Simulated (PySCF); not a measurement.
# C₇H₇O₂S−: magnetic properties

Wanted: magnetic properties for C₇H₇O₂S− (`[O-]c1cc(C2CSC2)co1`).

Programs: PySCF 2.14.0, with routines of our own; each step states its level. All values are computed. Atoms count from 0.

## Step 1: The system as given

17 atoms, charge -1, multiplicity 1; geometry from: GFN2-xTB.

## Step 2: Magnetic properties: GIAO KT3/aug-pcSseg-1

Job settings and geometry (Å):

```
{"job": {"kind": "mag", "xc": "KT3", "basis": "aug-pcSseg-1", "isotopologues": 0}, "charge": -1, "multiplicity": 1}
O      4.053880    -0.145039    -0.420127
C      2.838354    -0.167888    -0.182904
C      1.723490     0.315496    -0.869160
C      0.575956    -0.003589    -0.110929
C     -0.835003     0.322918    -0.443998
C     -1.603064     1.104375     0.636030
S     -3.100769     0.070983     0.438125
C     -1.813051    -0.865386    -0.464577
C      1.009250    -0.664317     1.003864
O      2.367795    -0.781372     0.992812
H      1.748238     0.837919    -1.806681
H     -0.875575     0.859296    -1.396826
H     -1.783595     2.159800     0.440996
H     -1.185967     0.970378     1.632572
H     -1.472205    -1.707215     0.135825
H     -2.145915    -1.209937    -1.442206
H      0.491183    -1.084392     1.847273
```

With the program's defaults for keys left out, this is: GIAO KT3/aug-pcSseg-1 magnetisability, rotational g tensor and spin-rotation constants, non-relativistic, gas phase.

On the command line:

```
$ OMP_NUM_THREADS=1 python excited_run.py task.json out
```

One launch serves the whole session: the jobs run in the order shown.

The program printed:

```text
coarse grid: 15744 points
cycle   1  E = -828.4543998445  dE =  1.659e+00  |g| = 1.110e+00  |ddm| = 1.297e+01
cycle   2  E = -818.0059390781  dE =  1.045e+01  |g| = 3.641e+00  |ddm| = 3.459e+02
cycle   3  E = -828.2518269453  dE = -1.025e+01  |g| = 1.279e+00  |ddm| = 3.457e+02
cycle   4  E = -828.7024095331  dE = -4.506e-01  |g| = 2.882e-01  |ddm| = 3.000e+00
cycle   5  E = -828.6290531191  dE =  7.336e-02  |g| = 5.199e-01  |ddm| = 3.674e+00
cycle   6  E = -828.7303964275  dE = -1.013e-01  |g| = 1.449e-01  |ddm| = 2.945e+00
cycle   7  E = -828.7339853800  dE = -3.589e-03  |g| = 1.074e-01  |ddm| = 6.511e-01
cycle   8  E = -828.7364501750  dE = -2.465e-03  |g| = 3.404e-02  |ddm| = 3.203e-01
cycle   9  E = -828.7367042240  dE = -2.540e-04  |g| = 1.190e-02  |ddm| = 1.486e-01
cycle  10  E = -828.7367369537  dE = -3.273e-05  |g| = 4.785e-03  |ddm| = 6.731e-02
cycle  11  E = -828.7367409554  dE = -4.002e-06  |g| = 2.597e-03  |ddm| = 2.095e-02
final grid: 150224 points
cycle  12  E = -828.8340629701  dE = -2.964e-04  |g| = 2.506e-02  |ddm| = 1.254e+00
cycle  13  E = -828.8334571947  dE =  6.058e-04  |g| = 5.742e-02  |ddm| = 2.266e-01
cycle  14  E = -828.8341633657  dE = -7.062e-04  |g| = 7.788e-03  |ddm| = 1.883e-01
cycle  15  E = -828.8341792734  dE = -1.591e-05  |g| = 2.656e-03  |ddm| = 3.264e-02
cycle  16  E = -828.8341807896  dE = -1.516e-06  |g| = 1.236e-03  |ddm| = 1.001e-02
cycle  17  E = -828.8341811592  dE = -3.696e-07  |g| = 3.054e-04  |ddm| = 3.591e-03
cycle  18  E = -828.8341811814  dE = -2.218e-08  |g| = 8.162e-05  |ddm| = 1.201e-03
cycle  19  E = -828.8341811827  dE = -1.303e-09  |g| = 2.539e-05  |ddm| = 2.969e-04
cycle  20  E = -828.8341811828  dE = -1.223e-10  |g| = 1.064e-05  |ddm| = 9.295e-05
converged SCF energy = -828.8341811828

Magnetisability tensor (1e-30 J/T^2)
    -1389.35     -110.86      136.34
     -110.86    -1591.29     -303.68
      136.34     -303.68    -1253.50
isotropic -1411.38   principal values   -1771.95  -1464.52   -997.68
isotropic susceptibility -84.995 1e-6 cm^3/mol

Inertial axes            a          b          c
rot. const./GHz      4.3770     0.5323     0.5165
chi total           -83.848    -64.431   -106.708
chi diamagnetic    -426.115  -2253.892  -2322.018
chi paramagnetic    342.267   2189.461   2215.310
quadrupole/D A      -60.508     28.486     32.022
g nuclear            0.6186     0.5192     0.5198
g electronic        -0.7038    -0.5476    -0.5375
g total             -0.0852    -0.0283    -0.0177

Spin-rotation constants (kHz, H = +C I.J)
atom  isotope        aa         bb         cc
 10     1H       -0.441      0.061     -0.057
 11     1H       -0.415      0.048     -0.048
 12     1H       -0.381     -0.018      0.000
 13     1H       -0.346      0.014     -0.029
 14     1H       -0.348      0.014     -0.028
 15     1H       -0.375     -0.018     -0.001
 16     1H       -0.128      0.044     -0.049
  0    17O*      -1.452     -0.171     -0.052
  1    13C*       1.464      0.257      0.156
  2    13C*       0.953      0.162      0.087
  3    13C*       1.940      0.207      0.084
  4    13C*       0.800      0.119      0.089
  5    13C*       0.695      0.109      0.108
  6    33S*       1.345      0.123      0.044
  8    13C*       1.386      0.184      0.107
  9    17O*      -1.923     -0.149     -0.085
* in the singly substituted isotopologue
```

Run time: 3.2 min. Hardware: 1 thread of AMD EPYC 7R43, shared host; peak memory 1.2 GiB.

Key values:

| quantity | value |
| --- | --- |
| magnetisability | -1411·10⁻³⁰ J/T² |
| molar susceptibility | -85.0·10⁻⁶ cm³/mol |
| rotational g (a, b, c) | -0.0852, -0.0283, -0.0177 |

## Step 3: Magnetic properties: GIAO B97-D/ANO-RCC-VDZP

The job, as its differences from that of step 2:

```diff
@@ -1,2 +1,2 @@
-{"job": {"kind": "mag", "xc": "KT3", "basis": "aug-pcSseg-1", "isotopologues": 0}, "charge": -1, "multiplicity": 1}
+{"job": {"kind": "mag", "xc": "B97-D", "basis": "ANO-RCC-VDZP"}, "charge": -1, "multiplicity": 1}
 O      4.053880    -0.145039    -0.420127
```

Method: GIAO B97-D/ANO-RCC-VDZP magnetisability, rotational g tensor and spin-rotation constants, non-relativistic, gas phase.

The program printed:

```text
coarse grid: 15744 points
cycle   1  E = -818.8767012095  dE =  1.643e+00  |g| = 1.063e+00  |ddm| = 6.188e+00
cycle   2  E = -813.5927576708  dE =  5.284e+00  |g| = 3.238e+00  |ddm| = 1.182e+01
cycle   3  E = -818.8077146596  dE = -5.215e+00  |g| = 1.058e+00  |ddm| = 1.172e+01
cycle   4  E = -819.1310554827  dE = -3.233e-01  |g| = 2.397e-01  |ddm| = 1.600e+00
cycle   5  E = -819.1105525085  dE =  2.050e-02  |g| = 3.468e-01  |ddm| = 1.615e+00
cycle   6  E = -819.1486076084  dE = -3.806e-02  |g| = 1.314e-01  |ddm| = 1.313e+00
cycle   7  E = -819.1526898351  dE = -4.082e-03  |g| = 6.484e-02  |ddm| = 3.310e-01
cycle   8  E = -819.1536752967  dE = -9.855e-04  |g| = 2.354e-02  |ddm| = 1.069e-01
cycle   9  E = -819.1537952092  dE = -1.199e-04  |g| = 7.285e-03  |ddm| = 3.233e-02
cycle  10  E = -819.1538061922  dE = -1.098e-05  |g| = 3.785e-03  |ddm| = 1.841e-02
cycle  11  E = -819.1538093651  dE = -3.173e-06  |g| = 1.552e-03  |ddm| = 6.736e-03
final grid: 150224 points
cycle  12  E = -819.1526470881  dE = -6.434e-05  |g| = 1.369e-02  |ddm| = 7.145e-02
cycle  13  E = -819.1524424960  dE =  2.046e-04  |g| = 3.024e-02  |ddm| = 7.650e-02
cycle  14  E = -819.1526941239  dE = -2.516e-04  |g| = 5.034e-03  |ddm| = 5.412e-02
cycle  15  E = -819.1526999712  dE = -5.847e-06  |g| = 1.180e-03  |ddm| = 8.027e-03
cycle  16  E = -819.1527002888  dE = -3.176e-07  |g| = 5.146e-04  |ddm| = 2.178e-03
cycle  17  E = -819.1527003567  dE = -6.790e-08  |g| = 1.384e-04  |ddm| = 1.339e-03
cycle  18  E = -819.1527003622  dE = -5.538e-09  |g| = 4.589e-05  |ddm| = 3.391e-04
cycle  19  E = -819.1527003626  dE = -4.486e-10  |g| = 2.064e-05  |ddm| = 8.898e-05
converged SCF energy = -819.1527003626

Magnetisability tensor (1e-30 J/T^2)
    -1384.73     -101.93      120.52
     -101.93    -1589.33     -295.79
      120.52     -295.79    -1257.52
isotropic -1410.53   principal values   -1764.69  -1448.76  -1018.13
isotropic susceptibility -84.944 1e-6 cm^3/mol

Inertial axes            a          b          c
rot. const./GHz      4.3770     0.5323     0.5165
chi total           -83.535    -65.026   -106.271
chi diamagnetic    -423.126  -2251.345  -2319.998
chi paramagnetic    339.591   2186.319   2213.728
quadrupole/D A      -61.308     28.438     32.870
g nuclear            0.6186     0.5192     0.5198
g electronic        -0.6983    -0.5468    -0.5372
g total             -0.0797    -0.0275    -0.0174

Spin-rotation constants (kHz, H = +C I.J)
atom  isotope        aa         bb         cc
 10     1H       -0.448      0.060     -0.057
 11     1H       -0.424      0.046     -0.049
 12     1H       -0.390     -0.018      0.000
 13     1H       -0.363      0.014     -0.029
 14     1H       -0.364      0.013     -0.029
 15     1H       -0.384     -0.018     -0.001
 16     1H       -0.141      0.042     -0.049
  0    17O*      -1.399     -0.157     -0.045
  1    13C*       1.440      0.252      0.153
  2    13C*       0.971      0.158      0.086
  3    13C*       1.926      0.207      0.081
  4    13C*       0.785      0.115      0.089
  5    13C*       0.684      0.110      0.109
  6    33S*       1.312      0.117      0.038
  8    13C*       1.368      0.180      0.105
  9    17O*      -1.868     -0.141     -0.081
* in the singly substituted isotopologue
```

Wall time 4.7 min (1 thread of AMD EPYC 7R43, shared host); peak memory 0.77 GiB.

In short:

| quantity | value |
| --- | --- |
| magnetisability | -1411·10⁻³⁰ J/T² |
| molar susceptibility | -84.9·10⁻⁶ cm³/mol |
| rotational g (a, b, c) | -0.0797, -0.0275, -0.0174 |

## Step 4: Magnetic properties side by side

| level | ξ (10⁻³⁰ J/T²) | g(a) | g(b) | gap (eV) | functions | time |
| --- | --- | --- | --- | --- | --- | --- |
| GIAO KT3/aug-pcSseg-1 | -1411 | -0.0852 | -0.0283 | 1.12 | 330 | 3.2 min |
| GIAO B97-D/ANO-RCC-VDZP | -1411 | -0.0797 | -0.0275 | 1.27 | 179 | 4.7 min |

## Step 5: Summary of results

| quantity | value |
| --- | --- |
| magnetisability (step 2, GIAO KT3/aug-pcSseg-1) | -1411·10⁻³⁰ J/T² |
| molar susceptibility (step 2, GIAO KT3/aug-pcSseg-1) | -85.0·10⁻⁶ cm³/mol |
| rotational g (a, b, c) (step 2, GIAO KT3/aug-pcSseg-1) | -0.0852, -0.0283, -0.0177 |
| magnetisability over the levels | -1411 to -1411·10⁻³⁰ J/T² |

What this shows: In a run with a small gap the paramagnetic part is unsure. For an ion, the motion of the centre of mass in the field is left out. The magnetisability spreads by 0.1 % over 2 levels, from GIAO KT3/aug-pcSseg-1 (3.2 min) to GIAO B97-D/ANO-RCC-VDZP (4.7 min); the runs took 3.2 min to 4.7 min. Two levels can agree by chance, so this spread shows no convergence. Vibrational averaging and real surroundings are missing from these values.
